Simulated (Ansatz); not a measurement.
# C2H10BOP: small, medium and large basis sets

How large a basis does C2H10BOP need? Two functionals are run in growing sets.

Computed with Ansatz 0.2.0, Gaussian basis. Level: one geometry, several basis sets.

Levels to be run: PBE0-D4/def2-SVP; ωB97M-V/def2-SVP; PBE0-D4/def2-QZVPP; ωB97M-V/def2-QZVPP; the functionals' def2-TZVPP values are taken from earlier runs.

### 1 The relaxed structure

An earlier PBE0-D4 in a triple-zeta def2 set relaxation fixed the geometry.

15 atoms, charge 0, spin multiplicity 1.

Atoms are counted from 1 here; the program's logs count them from 0.

Bond lengths: C1–B2 1.574 Å, C1–H6 1.097 Å, C1–H7 1.094 Å, C1–H8 1.093 Å, B2–C3 1.569 Å, B2–O4 1.367 Å, C3–H9 1.097 Å, C3–H10 1.094 Å, C3–H11 1.091 Å, O4–H12 0.961 Å, P5–H13 1.420 Å, P5–H14 1.417 Å, P5–H15 1.418 Å. Angles: B2–C1–H6 108.3°, B2–C1–H7 114.5°, B2–C1–H8 112.0°, H6–C1–H7 107.2°, H6–C1–H8 106.1°, H7–C1–H8 108.2°, C1–B2–C3 122.2°, C1–B2–O4 121.0°, C3–B2–O4 116.8°, B2–C3–H9 109.5°, B2–C3–H10 111.4°, B2–C3–H11 113.1°, H9–C3–H10 105.8°, H9–C3–H11 107.8°, H10–C3–H11 108.9°, B2–O4–H12 112.6°, H13–P5–H14 93.7°, H13–P5–H15 93.5° and more.

### 2 PBE0-D4 in def2-SVP

The input, in.yaml:

```yaml
crystal:
  periodic: [false, false, false]
  atoms:
    - {symbol: C, position_ang: [-1.356853, 0.050045, 1.438879]}
    - {symbol: B, position_ang: [-0.382890, -0.740375, 0.488276]}
    - {symbol: C, position_ang: [1.105444, -1.042907, 0.882012]}
    - {symbol: O, position_ang: [-0.803178, -1.195315, -0.729936]}
    - {symbol: P, position_ang: [0.661855, 1.701820, -1.778982]}
    - {symbol: H, position_ang: [-1.087795, 1.112541, 1.402531]}
    - {symbol: H, position_ang: [-2.414678, -0.026118, 1.169164]}
    - {symbol: H, position_ang: [-1.247220, -0.254478, 2.483334]}
    - {symbol: H, position_ang: [1.126257, -1.779275, 1.694364]}
    - {symbol: H, position_ang: [1.603643, -0.151560, 1.275058]}
    - {symbol: H, position_ang: [1.694517, -1.442348, 0.054535]}
    - {symbol: H, position_ang: [-1.727932, -0.997403, -0.899227]}
    - {symbol: H, position_ang: [1.340548, 2.694857, -2.534359]}
    - {symbol: H, position_ang: [1.630395, 0.703251, -2.050367]}
    - {symbol: H, position_ang: [-0.164113, 1.316565, -2.865779]}
basis:
  gaussian: {orbitals: def2-SVP}
hamiltonian: {xc: pbe0, dispersion: d4}
output: {orbitals: {seedname: orbitals}}
```

Command:

```console
$ ansatz run in.yaml --threads 4 --pin off --events-out ev --progress --plain --max-ram 10444MiB
```

Further steps of the session: ωB97M-V in def2-SVP; PBE0-D4 in def2-QZVPP; ωB97M-V in def2-QZVPP.

**Question.** What will the summary of the whole plan be? Wanted: PBE0-D4: double and triple zeta above quadruple; ωB97M-V: double and triple zeta above quadruple.

The runs gave:

| quantity | value |
| --- | --- |
| PBE0-D4: double and triple zeta above quadruple | 9.44, 0.59 eV |
| ωB97M-V: double and triple zeta above quadruple | 9.72, 0.56 eV |

PBE0-D4 gains 8.85 eV from double to triple zeta, then 0.59 eV more. These are total energies; as a rule much of such shifts cancels in differences, which this series doesn't test. The LUMO of ωB97M-V is positive and keeps falling with the basis (2.75 to 1.33 eV): an unbound level that the basis holds in place.
